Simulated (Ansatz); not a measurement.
# WN+ (singlet): wave-function methods side by side, def2-SVP

An exercise on one series of results from a longer session: the logs are not shown, and one member is left open.

Computed with Ansatz 0.2.0, Gaussian basis. Level: def2-SVP, core rule «outside noble gas», up to 5 orbitals frozen.

To be run: UHF; CCSD(T) on RHF; CCSD(T) on UHF; CISD; CCSDT(Q) on RHF; CCSDT(Q) on UHF.

18 further runs of the same task are left out: 5 for a known fault of the program, 6 that didn't finish, 7 set aside as unsound or not needed.

## What is computed

The geometry is a PBE0/def2-TZVP stationary point (not a proven minimum) of the parent state, kept for this charge and spin. No spin-orbit coupling is included. Elements past krypton take def2 core potentials.

2 atoms, charge 1, spin multiplicity 1.

Atoms are counted from 1 here; the program's logs count them from 0.

Bond lengths: W1–N2 1.646 Å.

The first run:

Input file in.yaml:

```yaml
crystal:
  periodic: [false, false, false]
  atoms:
    - {symbol: W, position_ang: [0.000000, 0.000000, 0.000000]}
    - {symbol: N, position_ang: [0.000000, 0.000000, 1.646222]}
basis:
  gaussian: {orbitals: def2-SVP}
total_charge: 1
magnetization: {spin_polarized: true, initial_magnetization: 0}
hamiltonian: {xc: hf}
output: {orbitals: {seedname: orbitals}}
```

Started as:

```sh
ansatz run in.yaml --threads 1 --pin off --events-out ev --progress --plain --max-ram 2393MiB
```

Among the steps run: UHF; CCSD(T) on RHF; CCSD(T) on UHF; CISD; CCSDT(Q) on RHF; CCSDT(Q) on UHF.

One of the session's tables, all rows but one given; the rest of the session is left out.

```
   method  from RCCSDT(Q) (kJ/mol)
      RHF                   +897.1
      UHF                   +815.4
     RMP2                        ?
     UMP2                    +50.3
    RCCSD                    +73.9
    UCCSD                     +7.2
 RCCSD(T)                    +20.1
 UCCSD(T)                    -45.0
   RCCSDT                    +14.3
   UCCSDT                    -58.0
RCCSDT(Q)                        0
UCCSDT(Q)                    -68.5
```

Q: Estimate the row for RMP2 from the others.

The run gave: from RCCSDT(Q) (kJ/mol): -21.7. In the column «from RCCSDT(Q) (kJ/mol)» it lies between UCCSD(T) (-45.0) and RCCSDT(Q) (0).

Not comparable, so not listed: CISD (they don't share determinant, frozen orbitals or solution with the rows shown, or repeat one).

The program flags RCCSD(T), UCCSD(T), UCCSDT(Q) as in doubt (see the logs), so those rows may rest on another solution; read them beside their warnings.

Caveats from the session: The determinant is far from a pure spin state, so its energy mixes those of several spin states (harmless only where they are near-degenerate, as at dissociation). The program flags RCCSD(T), UCCSD(T), UCCSDT(Q) as in doubt, so those rows may rest on another solution; read them beside their warnings. Warnings: restricted reference is unstable; spin contamination; large T1 diagnostic. Restricted and unrestricted rows rest on different reference determinants; where their highest levels disagree by more than a few hundredths of an eV, they describe different states and don't form one ladder.
